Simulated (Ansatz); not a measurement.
**GaH (triplet): from Hartree-Fock to the top rungs at distance Ga1–H2 = 1.914 Å, cc-pVQZ**

How much of the correlation energy of GaH (triplet) does each wave-function method recover here?

Method: cc-pVQZ, core rule «outside noble gas», up to 14 orbitals frozen; program: Ansatz 0.2.0, Gaussian basis.

The runs, in order: UHF; CCSD(T) on ROHF; CCSD(T) on UHF; BCCD(T) on ROHF; CCSDT(Q) on ROHF; CCSDT(Q) on UHF; CASSCF and NEVPT2, 4 electrons in 5 orbitals; Full CI.

22 further runs of the same task are left out: 3 for a known fault of the program, 15 that didn't finish, 4 set aside as unsound or not needed.

## 1. The geometry

The geometry derives from a PBE0/def2-TZVP stationary point (not a proven minimum). One bond is set to the value named and the two fragments are kept rigid. No spin-orbit coupling is included. The filled d shell of Ga may be among the frozen orbitals whatever the setting's name suggests; the logs give the count.

2 atoms, charge 0, spin multiplicity 3.

Atoms are counted from 1 here; the program's logs count them from 0.

Bond lengths: Ga1–H2 1.914 Å.

## 2. UHF

in.yaml reads:

```yaml
crystal:
  periodic: [false, false, false]
  atoms:
    - {symbol: Ga, position_ang: [0.000000, 0.000000, 0.000000]}
    - {symbol: H, position_ang: [0.000000, 0.000000, 1.914000]}
basis:
  gaussian: {orbitals: cc-pVQZ}
magnetization: {spin_polarized: true, initial_magnetization: 2}
hamiltonian: {xc: hf}
output: {orbitals: {seedname: orbitals}}
```

Started as:

```bash
> ansatz run in.yaml --threads 1 --pin off --events-out ev --progress --plain --max-ram 2393MiB
```

After this run come: CCSD(T) on ROHF; CCSD(T) on UHF; BCCD(T) on ROHF; CCSDT(Q) on ROHF; CCSDT(Q) on UHF; CASSCF and NEVPT2, 4 electrons in 5 orbitals; Full CI.

**Question.** What will the summary of the whole plan be? Wanted: FCI below the RHF energy; RMP2 from FCI; UMP2 from FCI; RCCSD from FCI; RCCSD(T) from FCI; UCCSD(T) from FCI; RCCSDT(Q) from FCI; UCCSDT(Q) from FCI; NEVPT2 valence from FCI.

As calculated:

```
                         quantity                                                              value
         FCI below the RHF energy                                                         -1.9234 eV
                    RMP2 from FCI                                                    +12.09 kcal/mol
                    UMP2 from FCI                                                    +11.27 kcal/mol
                   RCCSD from FCI                                                     +1.72 kcal/mol
                RCCSD(T) from FCI                                                     +0.35 kcal/mol
                UCCSD(T) from FCI                                                     +0.02 kcal/mol
               RCCSDT(Q) from FCI                                                     -0.03 kcal/mol
               UCCSDT(Q) from FCI                                                     -0.36 kcal/mol
          NEVPT2 valence from FCI                                                     +6.31 kcal/mol
levels within 1 kcal/mol (43 meV)  RCCSD(T), UCCSD(T), BCCD(T), RCCSDT, UCCSDT, RCCSDT(Q), UCCSDT(Q)
                    T1 diagnostic                                                              0.058
   effectively unpaired electrons                                                               2.04
```

What this shows: RCCSD(T) misses by +0.35 kcal/mol, 0.8 % of the correlation energy. UCCSDT, UCCSDT(Q) fall below full CI: unrestricted runs freeze a spin-polarised core, another one than full CI's, and coupled cluster isn't variational. The occupations are near whole numbers, but T1 = 0.058 shows that the orbitals relax strongly. These misses are within one basis, not against nature; the frozen cores of restricted and unrestricted runs differ, which can shift their rows.
